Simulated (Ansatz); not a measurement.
# BrHSeSi (SMILES [Se]=[SiH]Br): single points off equilibrium

An exercise on one series of results from a longer session: the logs are not shown, and one member is left open.

The runs use Ansatz 0.2.0, Gaussian basis; single points in def2-TZVPP.

Correlated methods freeze the cores. Filled d shells of the heavier atoms are correlated.

### Where the work starts

SMILES `[Se]=[SiH]Br`, 4 atoms, charge 0, spin multiplicity 1.

Atoms are counted from 1 here; the program's logs count them from 0.

Bond lengths: Se1–Si2 2.083 Å, Si2–Br3 2.199 Å, Si2–H4 1.448 Å. Angles: Se1–Si2–Br3 123.1°, Se1–Si2–H4 135.5°, Br3–Si2–H4 101.3°.

As a file:

```xyz
4
BrHSeSi
Se   -2.0914    0.3250   -0.0386
Si   -0.0143    0.2097    0.0578
Br    1.1232   -1.5583   -0.5880
H     1.0519    1.1018    0.4626
```

Set-up of the first run:

The input, run/in.yaml:

```yaml
crystal:
  periodic: [false, false, false]
  atoms:
    - {symbol: Se, position_ang: [-2.091400, 0.325000, -0.038600]}
    - {symbol: Si, position_ang: [-0.014300, 0.209700, 0.057800]}
    - {symbol: Br, position_ang: [1.123200, -1.558300, -0.588000]}
    - {symbol: H, position_ang: [1.051900, 1.101800, 0.462600]}
basis:
  gaussian: {orbitals: def2-TZVPP}
correlation: {method: ccsd_t}
output: {forces: true}
```

The command line of these runs was not kept.

Among the steps run: CCSD(T)/def2-TZVPP; PBE0-D4/def2-TZVPP; wB97M-V/def2-TZVPP; r2SCAN-D4/def2-TZVPP; PBE-D4/def2-TZVPP; SPW92/def2-TZVPP; BLYP-D4/def2-TZVPP.

One of the session's tables, all rows but one given; the rest of the session is left out.

| method | RMS force component (eV/Å) | angle to CCSD(T) forces (°) | dipole (D) |
| --- | --- | --- | --- |
| CCSD(T) | 0.332 | reference | 1.82 |
| PBE0-D4 | 0.412 | 11.0 | 1.92 |
| wB97M-V | 0.407 | 20.9 | 2.05 |
| r2SCAN-D4 | ? | ? | ? |
| PBE-D4 | 0.376 | 23.0 | 1.69 |
| SPW92 | 0.479 | 13.9 | 1.75 |
| BLYP-D4 | 0.335 | 43.6 | 1.69 |

**Question.** Estimate the row for r2SCAN-D4.

The run gave: RMS force component (eV/Å): 0.384; angle to CCSD(T) forces (°): 9.0; dipole (D): 1.88. In the column «RMS force component (eV/Å)» it lies between PBE-D4 (0.376) and wB97M-V (0.407).
